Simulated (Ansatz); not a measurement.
# BH₅SSeSi: small, medium and large basis sets

The task here is to estimate one member of a computed series from the others.

The runs use Ansatz 0.2.0, Gaussian basis; one geometry, several basis sets.

The runs, in order: PBE0-D4/def2-SVP; ωB97M-V/def2-SVP; PBE0-D4/def2-QZVPP; ωB97M-V/def2-QZVPP; the functionals' def2-TZVPP values are taken from earlier runs.

## The geometry

An earlier PBE0-D4 in a triple-zeta def2 set relaxation fixed the geometry.

SMILES `SB[SiH2][SeH]`, 9 atoms, charge 0, spin multiplicity 1.

Atoms are counted from 1 here; the program's logs count them from 0.

Bond lengths: S1–B2 1.760 Å, S1–H5 1.347 Å, B2–Si3 2.008 Å, B2–H6 1.193 Å, Si3–Se4 2.290 Å, Si3–H7 1.490 Å, Si3–H8 1.489 Å, Se4–H9 1.469 Å. Angles: B2–S1–H5 99.6°, S1–B2–Si3 118.3°, S1–B2–H6 120.0°, Si3–B2–H6 121.8°, B2–Si3–Se4 113.5°, B2–Si3–H7 110.2°, B2–Si3–H8 110.5°, Se4–Si3–H7 110.8°, Se4–Si3–H8 103.7°, H7–Si3–H8 107.9°, Si3–Se4–H9 93.3°.

The first run:

The input, in.yaml:

```yaml
crystal:
  periodic: [false, false, false]
  atoms:
    - {symbol: S, position_ang: [-1.863904, 0.852158, -0.118421]}
    - {symbol: B, position_ang: [-0.132899, 1.019351, -0.390259]}
    - {symbol: Si, position_ang: [1.030825, -0.596043, -0.128647]}
    - {symbol: Se, position_ang: [-0.121295, -2.445155, 0.575393]}
    - {symbol: H, position_ang: [-2.253750, 2.115379, -0.376428]}
    - {symbol: H, position_ang: [0.320223, 2.073561, -0.718448]}
    - {symbol: H, position_ang: [2.146456, -0.280559, 0.806746]}
    - {symbol: H, position_ang: [1.627934, -1.024901, -1.423054]}
    - {symbol: H, position_ang: [-0.665191, -1.760190, 1.756016]}
basis:
  gaussian: {orbitals: def2-SVP}
hamiltonian: {xc: pbe0, dispersion: d4}
output: {orbitals: {seedname: orbitals}}
```

Started as:

```bash
> ansatz run in.yaml --threads 4 --pin off --events-out ev --progress --plain --max-ram 10444MiB
```

Steps of the session up to this table: PBE0-D4 in def2-SVP; ωB97M-V in def2-SVP; PBE0-D4 in def2-QZVPP; ωB97M-V in def2-QZVPP.

One of the session's tables, all rows but one given; the rest of the session is left out.

It belongs to the step «Density functionals: the series». 

```
functional       basis  HOMO (eV)  LUMO (eV)
   PBE0-D4    def2-SVP      -6.72      -1.83
   PBE0-D4  def2-TZVPP      -6.87      -1.95
   PBE0-D4  def2-QZVPP      -6.89      -1.98
   ωB97M-V    def2-SVP          ?          ?
   ωB97M-V  def2-TZVPP      -9.02       0.02
   ωB97M-V  def2-QZVPP      -9.04      -0.03
```

Estimate the missing values for ωB97M-V, def2-SVP.

The run gave: HOMO (eV): -8.85; LUMO (eV): 0.22. In the column «HOMO (eV)» it lies between ωB97M-V, def2-TZVPP (-9.02) and PBE0-D4, def2-QZVPP (-6.89).
